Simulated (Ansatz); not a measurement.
# FH₃NOPSn: a ladder of functionals and wavefunction methods

An exercise on one series of results from a longer session: the logs are not shown, and one member is left open.

Method: functionals in def2-TZVPP, the program's frozen cores in correlated methods; program: Ansatz 0.2.0, Gaussian basis.

Plan: LDA (SPW92), PBE-D4, revPBE-D4, BLYP-D4, r2SCAN-D4, B97M-V, PBE0-D4, B3LYP-D4, r2SCANh-D4, r2SCAN0-D4, HSE06-D4, BHLYP-D4, CAM-B3LYP-D4, LC-ωPBE, ωB97X-V, ωB97M-V, B2PLYP, PBE-QIDH; CCSD(T)/def2-SVP; CCSD(T)/def2-TZVPP; MP2/def2-QZVPP; extrapolation to the limit; RPA on PBE.

## The relaxed structure

All runs share one geometry, relaxed beforehand with PBE0-D4 in a triple-zeta def2 set. Sn takes the def2 core potential; no spin-orbit term is included.

SMILES `[F][SnH]1[NH]P[O]1`, 8 atoms, charge 0, spin multiplicity 1.

Atoms are counted from 1 here; the program's logs count them from 0.

Bond lengths: F1–Sn2 1.911 Å, Sn2–N3 2.021 Å, Sn2–O5 1.985 Å, Sn2–H6 1.692 Å, N3–P4 1.741 Å, N3–H7 1.011 Å, P4–O5 1.657 Å, P4–H8 1.433 Å. Angles: F1–Sn2–N3 112.2°, F1–Sn2–O5 110.0°, F1–Sn2–H6 105.3°, N3–Sn2–O5 76.4°, N3–Sn2–H6 129.4°, O5–Sn2–H6 120.8°, Sn2–N3–P4 93.0°, Sn2–N3–H7 121.5°, P4–N3–H7 116.7°, N3–P4–O5 93.6°, N3–P4–H8 97.3°, O5–P4–H8 97.5°, Sn2–O5–P4 97.0°.

The first run:

Input file in.yaml:

```yaml
crystal:
  periodic: [false, false, false]
  atoms:
    - {symbol: F, position_ang: [-1.039178, 2.102811, -0.795894]}
    - {symbol: Sn, position_ang: [-0.222379, 0.939310, 0.480983]}
    - {symbol: N, position_ang: [1.084130, -0.340953, -0.379092]}
    - {symbol: P, position_ang: [0.006751, -1.697610, -0.210076]}
    - {symbol: O, position_ang: [-1.177514, -0.800671, 0.523442]}
    - {symbol: H, position_ang: [-0.049575, 1.868340, 1.884322]}
    - {symbol: H, position_ang: [2.022361, -0.458633, -0.021544]}
    - {symbol: H, position_ang: [-0.532298, -1.669794, -1.537940]}
basis:
  gaussian: {orbitals: def2-TZVPP}
hamiltonian: {xc: lda}
output: {orbitals: {seedname: orbitals}}
```

Steps of the session up to this table: LDA; PBE-D4 (GGA); revPBE-D4 (GGA); BLYP-D4 (GGA); r2SCAN-D4 (meta-GGA); B97M-V (meta-GGA); PBE0-D4 (hybrid); B3LYP-D4 (hybrid); r2SCANh-D4 (hybrid); r2SCAN0-D4 (hybrid); HSE06-D4 (hybrid); BHLYP-D4 (hybrid); CAM-B3LYP-D4 (range-separated); LC-ωPBE (range-separated); ωB97X-V (range-separated); ωB97M-V (range-separated); B2PLYP (double hybrid); PBE-QIDH (double hybrid).

One of the session's tables, all rows but one given; the rest of the session is left out.

It belongs to the step «Frontier levels by functional». 

```
  functional  HOMO (eV)  LUMO (eV)  gap (eV)
 LDA (SPW92)      -5.52      -2.63      2.89
      PBE-D4      -5.39      -2.37      3.01
   revPBE-D4          ?          ?         ?
     BLYP-D4      -5.30      -2.34      2.96
   r2SCAN-D4      -5.59      -2.14      3.46
      B97M-V      -5.67      -2.23      3.45
     PBE0-D4      -6.56      -1.51      5.05
    B3LYP-D4      -6.40      -1.80      4.60
  r2SCANh-D4      -6.03      -1.82      4.22
  r2SCAN0-D4      -6.70      -1.36      5.34
    HSE06-D4      -6.16      -1.88      4.28
    BHLYP-D4      -7.69      -0.71      6.98
CAM-B3LYP-D4      -7.91      -0.58      7.33
     LC-ωPBE      -9.19       0.63      9.82
     ωB97X-V      -8.86       0.47      9.33
     ωB97M-V      -8.74       0.20      8.94
```

Q: Estimate the row for revPBE-D4 from the others.

**Answer.** HOMO (eV): -5.33; LUMO (eV): -2.27; gap (eV): 3.06. In the column «HOMO (eV)» it lies between PBE-D4 (-5.39) and BLYP-D4 (-5.30).
